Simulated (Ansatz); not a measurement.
# C₂H₇FSi₂: how energies converge with the basis set

Aim: see how fast density functionals converge with the basis set for C₂H₇FSi₂.

Method: one geometry, several basis sets; program: Ansatz 0.2.0, Gaussian basis.

Plan: PBE0-D4/def2-SVP; ωB97M-V/def2-SVP; PBE0-D4/def2-QZVPP; ωB97M-V/def2-QZVPP; the functionals' def2-TZVPP values are taken from earlier runs.

## Step 1: Structure used throughout

The geometry comes from an earlier relaxation with PBE0-D4 in a triple-zeta def2 set; it is a stationary point, not always the lowest conformer.

12 atoms, charge 0, spin multiplicity 1.

Atoms are counted from 1 here; the program's logs count them from 0.

Bond lengths: F1–C2 1.389 Å, C2–Si3 1.870 Å, C2–C4 1.533 Å, C2–Si5 1.877 Å, Si3–H6 1.488 Å, Si3–H7 1.488 Å, Si3–H8 1.484 Å, C4–Si5 1.850 Å, C4–H9 1.088 Å, C4–H10 1.086 Å, Si5–H11 1.475 Å, Si5–H12 1.477 Å. Angles: F1–C2–Si3 112.7°, F1–C2–C4 113.5°, F1–C2–Si5 118.3°, Si3–C2–C4 118.9°, Si3–C2–Si5 120.5°, C4–C2–Si5 64.8°, C2–Si3–H6 106.8°, C2–Si3–H7 111.4°, C2–Si3–H8 110.3°, H6–Si3–H7 109.1°, H6–Si3–H8 109.7°, H7–Si3–H8 109.5°, C2–C4–Si5 66.6°, C2–C4–H9 112.8°, C2–C4–H10 117.9°, Si5–C4–H9 114.6°, Si5–C4–H10 124.2°, H9–C4–H10 112.8° and more.

## Step 2: PBE0-D4 in def2-SVP

Input file in.yaml:

```yaml
crystal:
  periodic: [false, false, false]
  atoms:
    - {symbol: F, position_ang: [-1.563205, 0.235605, 1.194445]}
    - {symbol: C, position_ang: [-0.457973, 0.058187, 0.371618]}
    - {symbol: Si, position_ang: [1.002489, -0.683967, 1.274235]}
    - {symbol: C, position_ang: [-0.218535, 1.226996, -0.590292]}
    - {symbol: Si, position_ang: [-0.752400, -0.325689, -1.441771]}
    - {symbol: H, position_ang: [2.075254, -0.885675, 0.263136]}
    - {symbol: H, position_ang: [1.503597, 0.226697, 2.339449]}
    - {symbol: H, position_ang: [0.627867, -1.988657, 1.873853]}
    - {symbol: H, position_ang: [-0.987769, 1.992858, -0.522205]}
    - {symbol: H, position_ang: [0.783354, 1.641456, -0.647831]}
    - {symbol: H, position_ang: [-2.149855, -0.379534, -1.911682]}
    - {symbol: H, position_ang: [0.213977, -1.173575, -2.169156]}
basis:
  gaussian: {orbitals: def2-SVP}
hamiltonian: {xc: pbe0, dispersion: d4}
output: {orbitals: {seedname: orbitals}}
```

Further steps of the session: ωB97M-V in def2-SVP; PBE0-D4 in def2-QZVPP; ωB97M-V in def2-QZVPP.

Before running them: what should the planned runs give, taken together? Wanted: PBE0-D4: double and triple zeta above quadruple; ωB97M-V: double and triple zeta above quadruple.

The runs gave:

| quantity | value |
| --- | --- |
| PBE0-D4: double and triple zeta above quadruple | 12.04, 0.80 eV |
| ωB97M-V: double and triple zeta above quadruple | 12.22, 0.74 eV |

PBE0-D4 gains 11.24 eV from double to triple zeta, then 0.80 eV more. Total energies overstate the basis error of differences, where much of it tends to cancel. The LUMO of ωB97M-V is positive and keeps falling with the basis (2.14 to 1.15 eV): an unbound level that the basis holds in place.
